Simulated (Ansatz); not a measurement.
# FeO: the cost of one run

Computed with Ansatz 0.2.0 (DFT PBEsol, scalar-relativistic, plane waves, PAW, unless a step's input says otherwise).

The COD entry's cell or inner coordinates are ideal or old and differ from later refinements, so a difference from it is no clean test against experiment.

2 further runs of the same task are left out: 2 set aside as unsound or not needed.

## (1) Starting point

It takes space group Fm-3m (No. 225, cubic). Conventional cell: a = 4.246 Å, b = 4.246 Å, c = 4.246 Å, α = 90.00°, β = 90.00°, γ = 90.00°. Around Fe (site symmetry m-3m) lie 6 O at 2.12 Å. Around O (site symmetry m-3m) lie 6 Fe at 2.12 Å.

Coordinates:

```cif
data_structure
_symmetry_space_group_name_H-M 'P 1'
_symmetry_Int_Tables_number 1
_cell_length_a 3.0023
_cell_length_b 3.0023
_cell_length_c 3.0023
_cell_angle_alpha 60.000
_cell_angle_beta 60.000
_cell_angle_gamma 60.000
_cell_volume 19.14
loop_
_atom_site_label
_atom_site_type_symbol
_atom_site_fract_x
_atom_site_fract_y
_atom_site_fract_z
_atom_site_occupancy
Fe1 Fe 0.00000 0.00000 0.00000 1
O1 O 0.50000 0.50000 0.50000 1
```

This cell was relaxed beforehand with the same method: volume 9.57 Å³/atom, gap on the mesh none (metal), site moments up to 3.4 μB.

## (2) Bands, states and charges

Contents of input.yaml:

```yaml
crystal:
  lattice:
    - [0.0, 2.1229490306, 2.1229490306]
    - [2.1229490306, 0.0, 2.1229490306]
    - [2.1229490306, 2.1229490306, 0.0]
  atoms:
    - { symbol: Fe, position: [0.0, 0.0, 0.0], spin: 3.76 }
    - { symbol: O, position: [0.5, 0.5, 0.5], spin: 0.37 }
basis:
  ecutwfc: 420
kpoints:
  mp_grid: { grid: [18, 18, 18] }
  band_path:
    path:
      - [[0.0, 0.0, 0.0], [0.5, 0.0, 0.5], [0.625, 0.25, 0.625]]
      - [[0.375, 0.375, 0.75], [0.0, 0.0, 0.0], [0.5, 0.5, 0.5], [0.5, 0.25, 0.75], [0.5, 0.0, 0.5]]
    npoints: 14
hamiltonian:
  xc: pbesol
scf:
  occupations: { method: gaussian, width: 0.1 }
  n_extra_bands: 6
output:
  forces: true
  stress: true
  eigenvalues: true
  populations: true
  dos: { projected: true, de: 0.02, nscf_kmesh: { grid: [27, 27, 27] } }
  bader: true
  write_density: true
  write_potential: true
  elf: true
  volumetric_format: npy
magnetization:
  spin_polarized: true
checkpoint:
  read: start.run
  write: ck
  compress: false
  write_wavefunctions: false
  write_every: 100000
```

Run with:

```console
ansatz run input.yaml --threads 1 --pin off --max-ram 2560MiB --backend cpu --events-out ev --progress --plain --runs-dir out
```

Q: Estimate wall time and peak memory on 1 thread of Intel Xeon at 2.50GHz (Skylake/Cascade Lake), shared host.

About 73 s, with a peak of 0.44 GiB.
